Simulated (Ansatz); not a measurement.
# RbI (SMILES [Rb][I]): a chain of runs

Aim: a series of 29 runs (HF/jorge-DZP, UHF/jorge-DZP, HF/jorge-TZP, UHF/jorge-TZP, HF/jorge-QZP, UHF/jorge-QZP, CCSD(T)/def2-TZVP, UCCSD(T)/def2-TZVP, and more) of IRb. The setting varied is the lower state search, accuracy, integration grid. 

Program for the calculation: Ansatz 0.2.0.

## Step 1: Starting point

RbI: 2 atoms, total charge 0, spin state singlet. As SMILES, `[Rb][I]`. The bond length is the measured one.

Bond lengths: Rb1–I2 3.177 Å.

## Step 2: A single-point energy at HF/jorge-DZP (run 1)

The input, job.yaml:

```yaml
crystal:
  periodic: [false, false, false]
  atoms:
    - {symbol: Rb, position_ang: [0.000000, 0.000000, 0.000000]}
    - {symbol: I, position_ang: [0.000000, 0.000000, 3.176879]}
basis:
  gaussian:
    orbitals: jorge-DZP.json
hamiltonian:
  xc: hf
output:
  orbitals: {seedname: orbitals}
```

The basis set jorge-DZP is read from a file made from the Basis Set Exchange's data (not shown).

Run with:

```console
$ ansatz run job.yaml --threads 1 --pin off --max-ram 3480MiB --events-out events.jsonl --progress --plain --runs-dir runs
```

What it wrote:

```text
Warning: RAYON_NUM_THREADS=1 ignored (pool sized by the plan → 1); use --threads N
Functional definition: HF
  name "HF"
  exchange = exact_x
  correlation = 0
781 factors; integrals over basis functions are off by at most 1.4e-3 eV
mean field evaluation 1: about -268035.6550 eV, gradient 1.0e1 eV
mean field evaluation 2: about -268035.6608 eV, gradient 1.0e1 eV
mean field evaluation 4: about -268036.1820 eV, gradient 4.0e-1 eV
mean field evaluation 8: about -268036.1858 eV, gradient 1.0e-4 eV
mean field -268036.18583837 eV, -9850.1481481081 hartree, gradient 1.9e-5 eV, S^2 0.000000; 0 other end points of the search recorded, 0 dependent functions left out
reference -268036.18583837 eV, -9850.1481481081 hartree; 45, 45 occupied and 39, 39 virtual orbitals, 781 factors
Total energy: -268036.18583837 eV, -9850.1481481081 hartree
```

Run time: 2.6 s. Hardware: 1 thread of Arm Neoverse N1, shared host; peak memory 0.16 GiB.

## Step 3: The doublet cation: the energy at UHF/jorge-DZP (run 2)

The input, input.yaml:

```yaml
basis:
  gaussian:
    orbitals: jorge-DZP.json
crystal:
  periodic: [false, false, false]
  atoms:
    - {symbol: Rb, position_ang: [0.000000, 0.000000, 0.000000]}
    - {symbol: I, position_ang: [0.000000, 0.000000, 3.176879]}
total_charge: 1
magnetization:
  spin_polarized: true
  initial_magnetization: 1
hamiltonian:
  xc: hf
```

The basis set jorge-DZP is read from a file made from the Basis Set Exchange's data (not shown).

Run with:

```console
$ ansatz run input.yaml --threads 1 --pin off --max-ram 3480MiB --events-out events.jsonl --progress --plain --runs-dir runs
```

What it wrote:

```text
Warning: RAYON_NUM_THREADS=1 ignored (pool sized by the plan → 1); use --threads N
[... 4 set-up lines as earlier in the session ...]
781 factors; integrals over basis functions are off by at most 1.4e-3 eV
mean field evaluation 1: about -268029.2603 eV, gradient 8.1e0 eV
mean field evaluation 2: about -268029.2685 eV, gradient 8.1e0 eV
mean field evaluation 4: about -268029.6147 eV, gradient 2.9e-1 eV
mean field evaluation 8: about -268029.6175 eV, gradient 1.1e-3 eV
mean field evaluation 16: about -268029.4769 eV, gradient 4.0e-1 eV
mean field evaluation 32: about -268029.2694 eV, gradient 1.9e0 eV
mean field evaluation 64: about -268029.6168 eV, gradient 2.9e-1 eV
mean field -268029.61752924 eV, -9849.9067671997 hartree, gradient 9.6e-6 eV, S^2 0.751419; 4 other end points of the search recorded, 0 dependent functions left out
reference -268029.61752924 eV, -9849.9067671997 hartree; 45, 44 occupied and 39, 40 virtual orbitals, 781 factors
Total energy: -268029.61752924 eV, -9849.9067671997 hartree
```

Wall time 14 s (1 thread of Arm Neoverse N1, shared host); peak memory 0.27 GiB.

Runs 3 to 18 aren't shown in full; the table further down has their settings and results.

## Step 4: A single-point energy at MP2/def2-TZVP (core potential) (run 19)

The input, run.yaml:

```yaml
crystal:
  periodic: [false, false, false]
  atoms:
    - {symbol: Rb, position_ang: [0.000000, 0.000000, 0.000000]}
    - {symbol: I, position_ang: [0.000000, 0.000000, 3.176879]}
basis:
  gaussian: {orbitals: def2-TZVP}
correlation: {method: mp2}
accuracy: high
output: {orbitals: {seedname: orbitals}}
```

Run with:

```console
$ ansatz run run.yaml --threads 1 --pin off --max-ram 3480MiB --events-out events.jsonl --progress --plain --runs-dir runs
```

What it wrote:

```text
Warning: RAYON_NUM_THREADS=1 ignored (pool sized by the plan → 1); use --threads N
[... 4 set-up lines as earlier in the session ...]
1365 factors; integrals over basis functions are off by at most 2.9e-9 eV
mean field evaluation 1: about -8722.0300 eV, gradient 1.3e1 eV
mean field evaluation 2: about -8722.0826 eV, gradient 1.3e1 eV
mean field evaluation 4: about -8722.7669 eV, gradient 6.9e-1 eV
mean field evaluation 8: about -8722.7740 eV, gradient 1.1e-1 eV
mean field evaluation 16: about -8722.7741 eV, gradient 2.7e-7 eV
mean field -8722.77408179 eV, -320.5560349970 hartree, gradient 1.1e-8 eV, S^2 0.000000; 0 other end points of the search recorded, 0 dependent functions left out
4 core orbitals not correlated: weight in the atoms' cores, before any rotation towards them, 1.000 or more for the frozen orbitals, at most 0.000 for the correlated occupied ones
reference -8722.77408179 eV, -320.5560349970 hartree; 13, 13 occupied and 66, 66 virtual orbitals, 1365 factors
second order -15.44104365 eV of doubles, -0.00000000 eV of singles
Total energy: -8738.21512544 eV, -321.1234828849 hartree
```

It took 4.2 s on 1 thread of Arm Neoverse N1, shared host; peak memory 0.17 GiB.

Runs 20 to 28 aren't shown in full; the table further down has their settings and results.

## Step 5: A geometry optimisation at PBE/def2-SVP (core potential) (run 29)

The input, molecule.yaml:

```yaml
crystal:
  periodic: [false, false, false]
  atoms:
    - {symbol: Rb, position_ang: [0.000000, 0.000000, 0.000000]}
    - {symbol: I, position_ang: [0.000000, 0.000000, 3.176879]}
basis:
  gaussian:
    orbitals: def2-SVP
    final_grid:
      core_spheres: 24
      valence_spheres: 20
      degree: 59
hamiltonian:
  xc: pbe
relax:
  f_tol: 0.002
```

Run with:

```console
$ ansatz run molecule.yaml --threads 1 --pin off --max-ram 3480MiB --events-out events.jsonl --progress --plain --runs-dir runs
```

What it wrote (excerpt; [...] marks lines left out):

```text
Warning: RAYON_NUM_THREADS=1 ignored (pool sized by the plan → 1); use --threads N
[...]
Functional definition: PBE
  name "PBE"
[...]
586 factors; their error is unknown
[...]
mean field -8758.25137529 eV, -321.8598014858 hartree, gradient 1.5e-5 eV, S^2 0.000000; 0 other end points of the search recorded, 0 dependent functions left out
[...]
reference -8758.25143212 eV, -321.8598035743 hartree; 17, 17 occupied and 33, 33 virtual orbitals, 586 factors
relax step   1: F+E_penalty+E_count = -8758.25137529 eV  Δ(F+E_penalty+E_count) = +0.000e0 eV  max|allowed force component| = 2.174e-1 eV/Å  Δτ_max = 0.0000 Å  (24 SCF iters, accepted)
[...]
relax step   3: F+E_penalty+E_count = -8758.25753773 eV  Δ(F+E_penalty+E_count) = -1.236e-3 eV  max|allowed force component| = 7.918e-3 eV/Å  Δτ_max = 0.0122 Å  (23 SCF iters, accepted)
[...]
relax step   4: F+E_penalty+E_count = -8758.25754696 eV  Δ(F+E_penalty+E_count) = -9.227e-6 eV  max|allowed force component| = 1.520e-5 eV/Å  Δτ_max = 0.0012 Å  (18 SCF iters, accepted)
586 factors; their error is unknown
[...]
mean field -8758.25754696 eV, -321.8600282905 hartree, gradient 4.5e-5 eV, S^2 0.000000; 1 other end points of the search recorded, 0 dependent functions left out
[...]
reference -8758.25760446 eV, -321.8600304038 hartree; 17, 17 occupied and 33, 33 virtual orbitals, 586 factors
Total energy: -8758.25760446 eV, -321.8600304038 hartree
Atom 0 at     0.000000    -0.000000    -0.029275 Å, force     0.000000    -0.000000    -0.000015 eV/Å
Atom 1 at    -0.000000     0.000000     3.206154 Å, force    -0.000000     0.000000     0.000015 eV/Å
Dipole moment:     0.000000    -0.000000    -2.346025 e Å
```

Wall time 34 s (1 thread of Arm Neoverse N1, shared host); peak memory 0.21 GiB.

The path in brief:

```tsv
step	energy from the first frame kept (eV)	largest force (eV/Å)
1	0.0000	0.2174
2	-0.0049	0.0944
3	-0.0062	0.0079
4	-0.0062	0.0000
```

After the run. Bond lengths: Rb1–I2 3.235 Å.

## Step 6: All runs side by side

```tsv
run	level	lower state search	accuracy	integration grid	partner	energy (Eh)	wall time
1	HF/jorge-DZP	default	medium	–	base	-9850.148148	2.6 s
2	UHF/jorge-DZP	default	medium	–	cation	-9849.906767	14 s
3	HF/jorge-TZP	default	medium	–	base	-9850.442342	5.1 s
4	UHF/jorge-TZP	default	medium	–	cation	-9850.186734	35 s
5	HF/jorge-QZP	default	medium	–	base	-9855.761910	9.9 s
6	UHF/jorge-QZP	default	medium	–	cation	-9855.514756	2 min
7	CCSD(T)/def2-TZVP (core potential)	off	medium	–	base	-321.111886	7.5 s
8	UCCSD(T)/def2-TZVP (core potential)	off	medium	–	anion	-321.134238	24 s
9	CCSD(T)/def2-TZVP (core potential)	light	medium	–	base	-321.111886	7.2 s
10	UCCSD(T)/def2-TZVP (core potential)	light	medium	–	anion	-321.134239	1.8 min
11	CCSD(T)/def2-TZVP (core potential)	standard	medium	–	base	-321.111886	6.6 s
12	UCCSD(T)/def2-TZVP (core potential)	standard	medium	–	anion	-321.134239	1.7 min
13	CCSD(T)/def2-TZVP (core potential)	full	medium	–	base	-321.111886	8.4 s
14	UCCSD(T)/def2-TZVP (core potential)	full	medium	–	anion	-321.134239	1.9 min
15	MP2/def2-TZVP (density fitting with def2-universal-jkfit, core potential)	default	medium	–	base	-321.123746	0.67 s
16	UMP2/def2-TZVP (density fitting with def2-universal-jkfit, core potential)	default	medium	–	cation	-320.846240	5.1 s
17	MP2/def2-TZVP (core potential)	default	medium	–	base	-321.123481	2 s
18	UMP2/def2-TZVP (core potential)	default	medium	–	cation	-320.845978	8.7 s
19	MP2/def2-TZVP (core potential)	default	high	–	base	-321.123483	4.2 s
20	UMP2/def2-TZVP (core potential)	default	high	–	cation	-320.845979	13 s
21	PBE/def2-SVP (core potential)	default	medium	2,2,5	base	-321.887489	6 s
22	PBE/def2-SVP (core potential)	default	medium	3,3,7	base	-321.859671	4.8 s
23	PBE/def2-SVP (core potential)	default	medium	4,3,11	base	-321.859834	5.1 s
24	PBE/def2-SVP (core potential)	default	medium	5,4,17	base	-321.860025	5.1 s
25	PBE/def2-SVP (core potential)	default	medium	6,5,23	base	-321.860036	5.7 s
26	PBE/def2-SVP (core potential)	default	medium	8,7,29	base	-321.860031	7.2 s
27	PBE/def2-SVP (core potential)	default	medium	12,10,35	base	-321.860030	10 s
28	PBE/def2-SVP (core potential)	default	medium	16,14,47	base	-321.860030	18 s
29	PBE/def2-SVP (core potential)	default	medium	24,20,59	base	-321.860030	34 s
```

Convergence of the total energy of singlet RbI with the lower state search, against the last point:

```tsv
lower state search	from the last (mEh)	wall time
off	+0.000	7.5 s
light	+0.000	7.2 s
standard	+0.000	6.6 s
full	+0.000	8.4 s
```

Convergence of the HOMO energy (Hartree–Fock orbitals) of singlet RbI with the lower state search, against the last point:

```tsv
lower state search	from the last (eV)	wall time
off	+0.0000	7.5 s
light	+0.0000	7.2 s
standard	+0.0000	6.6 s
full	+0.0000	8.4 s
```

## Step 7: Outcome

```
                                                                                   quantity          value
                                              run 29, PBE/def2-SVP: total energy at the end  -321.86003 Eh
                                                        run 29, PBE/def2-SVP: dipole moment        11.27 D
                                                          run 29, PBE/def2-SVP: bond length        3.235 Å
                       vertical electron affinity (to the doublet anion), CCSD(T)/def2-TZVP       0.608 eV
                           vertical ionisation energy (to the doublet cation), HF/jorge-DZP       6.568 eV
                           vertical ionisation energy (to the doublet cation), HF/jorge-TZP       6.955 eV
                           vertical ionisation energy (to the doublet cation), HF/jorge-QZP       6.725 eV
vertical ionisation energy (to the doublet cation), MP2/def2-TZVP (run 15, accuracy medium)       7.551 eV
vertical ionisation energy (to the doublet cation), MP2/def2-TZVP (run 17, accuracy medium)       7.551 eV
```

**Reading.** At CCSD(T)/def2-TZVP: at fixed nuclei the extra electron is bound by 0.61 eV (14.0 kcal/mol). The basis has no diffuse functions, so the error can be as large as this value. At HF/jorge-DZP: removing an electron at fixed nuclei costs 6.57 eV (634 kJ/mol). −ε(HOMO) before ionisation, 7.39 eV, is 0.83 eV above this ionisation energy. At HF/jorge-TZP: the vertical ionisation energy comes to 6.96 eV (160 kcal/mol). −ε(HOMO) before ionisation, 7.91 eV, is 0.96 eV above this ionisation energy. At HF/jorge-QZP: removing an electron at fixed nuclei costs 6.73 eV (649 kJ/mol). Over runs 1, 3, 5 the HOMO–LUMO gap runs from 6.96 eV (HF/jorge-DZP) to 7.67 eV (HF/jorge-TZP). Some runs of one species differ in core potentials or relativity; totals across that change don't compare. In runs 1, 2, 3, 4, 5, 6 relativity is left out where basis or elements ask for it. All runs together took 12 min, the longest 2 min.
